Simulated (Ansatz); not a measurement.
# TiAl: the cost of one run

Program: Ansatz 0.2.0. Level of theory: DFT PBE, scalar-relativistic, plane waves, PAW. These are calculated values, not measurements.

20 further runs of the same task are left out: 1 for a known fault of the program, 19 set aside as unsound or not needed.

## (1) Starting point

It takes space group P4/mmm (No. 123, tetragonal). The conventional cell has a = 2.822 Å, b = 2.822 Å, c = 4.077 Å, α = 90.00°, β = 90.00°, γ = 90.00°. Ti (site symmetry 4/mmm) is surrounded by 4 Ti at 2.82 Å and 8 Al at 2.85 Å. Al (site symmetry 4/mmm) has 4 Al at 2.82 Å and 8 Ti at 2.85 Å as nearest neighbours.

Coordinates:

```cif
data_structure
_symmetry_space_group_name_H-M 'P 1'
_symmetry_Int_Tables_number 1
_cell_length_a 2.8218
_cell_length_b 2.8218
_cell_length_c 4.0767
_cell_angle_alpha 90.000
_cell_angle_beta 90.000
_cell_angle_gamma 90.000
_cell_volume 32.46
loop_
_atom_site_label
_atom_site_type_symbol
_atom_site_fract_x
_atom_site_fract_y
_atom_site_fract_z
_atom_site_occupancy
Ti1 Ti 0.00000 0.00000 0.00000 1
Al1 Al 0.50000 0.50000 0.50000 1
```

This cell was relaxed beforehand with the same method: volume 16.23 Å³/atom, gap on the mesh none (metal).

## (2) Plan of the line

The energy is mapped over the lattice constants a and c of the conventional cell.

- lattice constant a (and b): 7 values from 2.681 to 2.963 Å
- lattice constant c: 7 values from 3.587 to 4.566 Å

Nothing else is relaxed (symmetry fixes all fractional coordinates). Energies count from the relaxed crystal. Points are written as (first, second).

## (3) Point (2.822 Å, 3.587 Å)

Contents of input.yaml:

```yaml
crystal:
  lattice:
    - [2.8217852548, 0.0, 0.0]
    - [0.0, 2.8217852548, 0.0]
    - [0.0, 0.0, 3.5875]
  atoms:
    - { symbol: Ti, position: [0.0, 0.0, 0.0] }
    - { symbol: Al, position: [0.5, 0.5, 0.5] }
basis:
  ecutwfc: 520.0
kpoints:
  mp_grid: { grid: [16, 16, 12] }
hamiltonian:
  xc: pbe
  pseudopotentials: { kind: paw, azcp: { folder: soft_1 } }
scf:
  occupations: { method: gaussian, width: 0.15 }
output:
  forces: true
  stress: true
  eigenvalues: true
```

On the command line:

```sh
$ ansatz run input.yaml --threads 1 --pin off --max-ram 2048MiB --backend cpu --events-out ev --progress --plain --runs-dir out
```

Q: Estimate wall time and peak memory on 1 thread of Arm Neoverse V1, shared host.

About 8.4 s, with a peak of 0.4 GiB.
